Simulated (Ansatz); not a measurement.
SiSe:

```xyz
2
Lattice="3.5952 0.0000 0.0000 -1.7976 3.1135 0.0000 0.0000 0.0000 3.5987" Properties=species:S:1:pos:R:3 pbc="T T T"
Si    1.7976    1.0378    1.7994
Se    0.0000    0.0000    0.0000
```

The cell was built by a generator and needn't be a form met in nature.

Program: Ansatz 0.2.0. Alike in all runs: task single point; potentials or basis Ansatz PAW; no spin polarisation; cell as given; k mesh 5 × 5 × 4; smearing fermi-dirac 0.05 eV; the mesh is coarse, so values aren't converged.

Task: Order these runs on this cell by their pressure, lowest first.
A. level HF; cutoff (eV) 420
B. level r2SCANh; cutoff (eV) 500
C. level r2SCAN50; cutoff (eV) 500

Result: C (-3.9 GPa), B (-1.6 GPa), A (5.5 GPa).

Caveats: all runs use coarse meshes; the PAW data sets come from PBE, with cores solved anew for the run's functional, which leaves a small shift of forces and pressure; the thresholds are loose for stress.
